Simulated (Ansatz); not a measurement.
# CH₆Al₂O₂Si: up Jacob's ladder to CCSD(T)

An exercise on one series of results from a longer session: the logs are not shown, and one member is left open.

The runs use Ansatz 0.2.0, Gaussian basis; functionals in def2-TZVPP, the program's frozen cores in correlated methods.

The runs, in order: LDA (SPW92), PBE-D4, revPBE-D4, BLYP-D4, r2SCAN-D4, B97M-V, PBE0-D4, B3LYP-D4, r2SCANh-D4, r2SCAN0-D4, HSE06-D4, BHLYP-D4, CAM-B3LYP-D4, LC-ωPBE, ωB97X-V, ωB97M-V, B2PLYP, PBE-QIDH; CCSD(T)/def2-SVP; CCSD(T)/def2-TZVPP; MP2/def2-QZVPP; extrapolation to the limit; RPA on PBE.

**The geometry**

An earlier PBE0-D4 in a triple-zeta def2 set relaxation fixed the geometry.

SMILES `C[SiH](O)[Al]1[O][AlH]1`, 12 atoms, charge 0, spin multiplicity 1.

Atoms are counted from 1 here; the program's logs count them from 0.

Bond lengths: C1–Si2 1.873 Å, C1–H7 1.094 Å, C1–H8 1.092 Å, C1–H9 1.094 Å, Si2–O3 1.661 Å, Si2–Al4 2.475 Å, Si2–H10 1.499 Å, O3–H11 0.959 Å, Al4–O5 1.739 Å, Al4–Al6 2.367 Å, O5–Al6 1.735 Å, Al6–H12 1.590 Å. Angles: Si2–C1–H7 111.1°, Si2–C1–H8 111.5°, Si2–C1–H9 109.9°, H7–C1–H8 108.3°, H7–C1–H9 107.9°, H8–C1–H9 108.1°, C1–Si2–O3 112.1°, C1–Si2–Al4 112.8°, C1–Si2–H10 107.2°, O3–Si2–Al4 105.3°, O3–Si2–H10 109.6°, Al4–Si2–H10 109.8°, Si2–O3–H11 117.5°, Si2–Al4–O5 127.7°, Si2–Al4–Al6 174.7°, O5–Al4–Al6 47.0°, Al4–O5–Al6 85.9°, Al4–Al6–O5 47.1° and more.

Coordinates:

```xyz
12
CH6Al2O2Si
C    -0.0143   -1.4732    1.4185
Si    0.5226   -0.9618   -0.3011
O     2.1756   -0.9515   -0.4616
Al   -0.2032    1.3296   -0.8905
O    -1.6792    2.1289   -0.4357
Al   -1.0880    3.4757   -1.3554
H     0.3070   -2.4945    1.6434
H     0.3981   -0.8085    2.1806
H    -1.1050   -1.4402    1.4937
H    -0.0711   -1.9465   -1.2632
H     2.6301   -1.7939   -0.4081
H    -1.7955    4.8807   -1.5869
```

The first run:

The input, in.yaml:

```yaml
crystal:
  periodic: [false, false, false]
  atoms:
    - {symbol: C, position_ang: [-0.014310, -1.473202, 1.418548]}
    - {symbol: Si, position_ang: [0.522619, -0.961824, -0.301057]}
    - {symbol: O, position_ang: [2.175610, -0.951485, -0.461595]}
    - {symbol: Al, position_ang: [-0.203211, 1.329639, -0.890547]}
    - {symbol: O, position_ang: [-1.679197, 2.128927, -0.435749]}
    - {symbol: Al, position_ang: [-1.087979, 3.475715, -1.355371]}
    - {symbol: H, position_ang: [0.306972, -2.494494, 1.643393]}
    - {symbol: H, position_ang: [0.398073, -0.808479, 2.180632]}
    - {symbol: H, position_ang: [-1.105025, -1.440244, 1.493727]}
    - {symbol: H, position_ang: [-0.071060, -1.946484, -1.263215]}
    - {symbol: H, position_ang: [2.630134, -1.793860, -0.408108]}
    - {symbol: H, position_ang: [-1.795528, 4.880691, -1.586860]}
basis:
  gaussian: {orbitals: def2-TZVPP}
hamiltonian: {xc: lda}
output: {orbitals: {seedname: orbitals}}
```

Run with:

```console
$ ansatz run in.yaml --threads 4 --pin off --events-out ev --progress --plain --max-ram 10444MiB
```

Among the steps run: LDA; PBE-D4 (GGA); revPBE-D4 (GGA); BLYP-D4 (GGA); r2SCAN-D4 (meta-GGA); B97M-V (meta-GGA); PBE0-D4 (hybrid); B3LYP-D4 (hybrid); r2SCANh-D4 (hybrid); r2SCAN0-D4 (hybrid); HSE06-D4 (hybrid); BHLYP-D4 (hybrid); CAM-B3LYP-D4 (range-separated); LC-ωPBE (range-separated); ωB97X-V (range-separated); ωB97M-V (range-separated); B2PLYP (double hybrid); PBE-QIDH (double hybrid).

One of the session's tables, all rows but one given; the rest of the session is left out.

It belongs to the step «Orbital energies across the functionals». 

| functional | HOMO (eV) | LUMO (eV) | gap (eV) |
| --- | --- | --- | --- |
| LDA (SPW92) | -4.69 | -2.61 | 2.08 |
| PBE-D4 | -4.59 | -2.44 | 2.15 |
| revPBE-D4 | ? | ? | ? |
| BLYP-D4 | -4.45 | -2.27 | 2.18 |
| r2SCAN-D4 | -4.74 | -2.31 | 2.43 |
| B97M-V | -4.75 | -2.38 | 2.37 |
| PBE0-D4 | -5.49 | -1.71 | 3.78 |
| B3LYP-D4 | -5.32 | -1.85 | 3.48 |
| r2SCANh-D4 | -5.08 | -2.04 | 3.03 |
| r2SCAN0-D4 | -5.58 | -1.65 | 3.94 |
| HSE06-D4 | -5.11 | -2.08 | 3.03 |
| BHLYP-D4 | -6.27 | -0.88 | 5.39 |
| CAM-B3LYP-D4 | -6.61 | -0.69 | 5.93 |
| LC-ωPBE | -7.77 | 0.28 | 8.04 |
| ωB97X-V | -7.51 | 0.20 | 7.72 |
| ωB97M-V | -7.29 | 0.01 | 7.30 |

Q: Estimate the row for revPBE-D4 from the others.

**Answer.** HOMO (eV): -4.54; LUMO (eV): -2.37; gap (eV): 2.18. In the column «HOMO (eV)» it lies between PBE-D4 (-4.59) and BLYP-D4 (-4.45).
